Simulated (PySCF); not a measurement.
# H12O6Rh ([Rh(H2O)6]3+): the cost of one run

Programs: PySCF 2.14.0, with routines of our own; each step states its level. All values are computed. Atoms count from 0.

## 1. The system as given

19 atoms, charge 3, multiplicity 1; geometry from: GFN2-xTB.

## 2. NMR shieldings: PBE0/pcJ-1 Rh:dyall-v2z, spin-free

The job: settings as JSON, then the geometry in Å.

```
{"job": {"xc": "PBE0", "basis": {"default": "pcJ-1", "Rh": "dyall-v2z"}, "rel": "sf", "two": true, "kind": "hnmr"}, "charge": 3, "multiplicity": 1}
Rh    -0.018650    -0.006080     0.009600
O     -0.055030     0.101630     2.039440
H     -0.200330     0.985710     2.418690
H      0.643620    -0.325020     2.562720
O     -0.143230    -0.176800    -2.029520
H      0.029170    -1.045440    -2.429320
H      0.117700     0.510120    -2.661700
O      2.034840    -0.028640     0.062720
H      2.502560     0.630600     0.602680
H      2.557790    -0.153320    -0.746300
O     -2.050350     0.057890    -0.002750
H     -2.550700    -0.256480     0.769240
H     -2.503250    -0.247380    -0.807470
O     -0.126670     2.034940     0.031260
H     -1.031720     2.390060    -0.025290
H      0.437360     2.598590    -0.523030
O      0.072170    -2.048060     0.016420
H     -0.631920    -2.562050     0.445920
H      0.916630    -2.460280     0.266680
```

Level: PBE0/pcJ-1 Rh:dyall-v2z GIAO NMR shielding, X2C without spin-orbit coupling but with the spin-dependent field terms, Gaussian nuclei, gas phase.

Run with:

```
> OMP_NUM_THREADS=1 python heavy_run.py task.json out
```

This one command runs all jobs of the session in turn.

Q: Estimate the wall time and peak memory of this first job on 1 thread of Arm Neoverse V2, shared host.

About 12 min, with a peak of 2.6 GiB.
